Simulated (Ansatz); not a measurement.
**FGeH₆NOSi: up Jacob's ladder to CCSD(T)**

Aim: compute FGeH₆NOSi with functionals from several rungs and with coupled cluster. The yardstick is the atomisation energy at the CCSD(T) limit.

Program: Ansatz 0.2.0, Gaussian basis. Level of theory: functionals in def2-TZVPP, the program's frozen cores in correlated methods. These are calculated values, not measurements.

The runs, in order: LDA (SPW92), PBE-D4, revPBE-D4, BLYP-D4, r2SCAN-D4, B97M-V, PBE0-D4, B3LYP-D4, r2SCANh-D4, r2SCAN0-D4, HSE06-D4, BHLYP-D4, CAM-B3LYP-D4, LC-ωPBE, ωB97X-V, ωB97M-V, B2PLYP, PBE-QIDH; CCSD(T)/def2-SVP; CCSD(T)/def2-TZVPP; MP2/def2-QZVPP; extrapolation to the limit; RPA on PBE.

**1. Structure used throughout**

All runs share one geometry, relaxed beforehand with PBE0-D4 in a triple-zeta def2 set.

11 atoms, charge 0, spin multiplicity 1.

Atoms are counted from 1 here; the program's logs count them from 0.

Bond lengths: O1–Si2 1.631 Å, O1–H6 0.959 Å, Si2–F3 1.597 Å, Si2–N4 1.698 Å, Si2–H7 1.473 Å, N4–Ge5 1.845 Å, N4–H8 1.009 Å, Ge5–H9 1.539 Å, Ge5–H10 1.535 Å, Ge5–H11 1.537 Å. Angles: Si2–O1–H6 118.1°, O1–Si2–F3 112.3°, O1–Si2–N4 109.9°, O1–Si2–H7 104.9°, F3–Si2–N4 106.8°, F3–Si2–H7 106.5°, N4–Si2–H7 116.5°, Si2–N4–Ge5 127.1°, Si2–N4–H8 117.9°, Ge5–N4–H8 114.5°, N4–Ge5–H9 109.8°, N4–Ge5–H10 106.5°, N4–Ge5–H11 110.1°, H9–Ge5–H10 110.2°, H9–Ge5–H11 109.2°, H10–Ge5–H11 110.9°.

**2. LDA**

This LDA is Slater exchange with PW92 correlation.

in.yaml

```yaml
crystal:
  periodic: [false, false, false]
  atoms:
    - {symbol: O, position_ang: [0.501572, 0.843105, 1.802263]}
    - {symbol: Si, position_ang: [0.428087, -0.682477, 1.230471]}
    - {symbol: F, position_ang: [-0.429992, -1.642008, 2.175650]}
    - {symbol: N, position_ang: [-0.321788, -0.693968, -0.292768]}
    - {symbol: Ge, position_ang: [-0.220851, 0.611515, -1.592772]}
    - {symbol: H, position_ang: [-0.311527, 1.350293, 1.840289]}
    - {symbol: H, position_ang: [1.815455, -1.175070, 1.284678]}
    - {symbol: H, position_ang: [-0.784681, -1.541201, -0.584786]}
    - {symbol: H, position_ang: [-1.002348, 1.858318, -1.140444]}
    - {symbol: H, position_ang: [-0.854347, 0.017805, -2.858729]}
    - {symbol: H, position_ang: [1.245919, 0.996688, -1.843151]}
basis:
  gaussian: {orbitals: def2-TZVPP}
hamiltonian: {xc: lda}
output: {orbitals: {seedname: orbitals}}
```

Run with:

```console
> ansatz run in.yaml --threads 2 --pin off --events-out ev --progress --plain --max-ram 31744MiB --backend cpu
```

The runs that follow: PBE-D4 (GGA); revPBE-D4 (GGA); BLYP-D4 (GGA); r2SCAN-D4 (meta-GGA); B97M-V (meta-GGA); B3LYP-D4 (hybrid); r2SCANh-D4 (hybrid); r2SCAN0-D4 (hybrid); HSE06-D4 (hybrid); BHLYP-D4 (hybrid); CAM-B3LYP-D4 (range-separated); LC-ωPBE (range-separated); ωB97X-V (range-separated); ωB97M-V (range-separated); B2PLYP (double hybrid); PBE-QIDH (double hybrid); CCSD(T) in def2-SVP; CCSD(T) in def2-TZVPP; MP2 in def2-QZVPP; RPA on PBE orbitals.

Q: Predict the results of all the runs planned. Wanted: atomisation energy, CCSD(T)/CBS; farthest beyond LDA; mean size of error, GGA; mean size of error, meta-GGA; mean size of error, hybrid; mean size of error, range-separated; mean size of error, double hybrid; gap, smallest and largest; T1 diagnostic.

The runs gave:

| quantity | value |
| --- | --- |
| atomisation energy, CCSD(T)/CBS | 917.8 kcal/mol |
| functionals within 9.2 kcal/mol (1.0 %) | PBE-D4, r2SCAN-D4, B97M-V, CAM-B3LYP-D4, ωB97X-V, ωB97M-V |
| farthest beyond LDA | BHLYP-D4 (-35.2 kcal/mol) |
| mean size of error, GGA | 15.3 kcal/mol |
| mean size of error, meta-GGA | 6.0 kcal/mol |
| mean size of error, hybrid | 21.3 kcal/mol |
| mean size of error, range-separated | 5.8 kcal/mol |
| mean size of error, double hybrid | 18.6 kcal/mol |
| gap, smallest and largest | 5.59 eV (LDA (SPW92)), 12.86 eV (LC-ωPBE) |
| T1 diagnostic | 0.0115 |
| triples share of the correlation energy | 3.3 % |

**Reading.** The LDA atomisation energy is off by 119.5 kcal/mol (13 %): it overbinds. PBE-D4 misses by -5.0 kcal/mol. Double hybrids carry the basis error of their MP2 part in triple zeta, and no dispersion term here, so their miss is partly the set-up's. The rungs range-separated, meta-GGA miss on average by less than the doubt on the reference (9.2 kcal/mol), so they tie. Misses under about 9.2 kcal/mol are within the doubt on the reference itself, which lacks core-valence correlation, relativity and higher excitations, and its outer-core shells are covered unevenly. Hartree-Fock recovers 71 % of the binding; the rest is correlation. CCSD(T) in def2-SVP is off by -80.6 kcal/mol, worse than the median functional, from the basis alone. Orbital gaps span 5.6 to 12.9 eV; exact exchange widens them. Correlated methods include outer-core shells of Ge, which these sets cover unevenly.
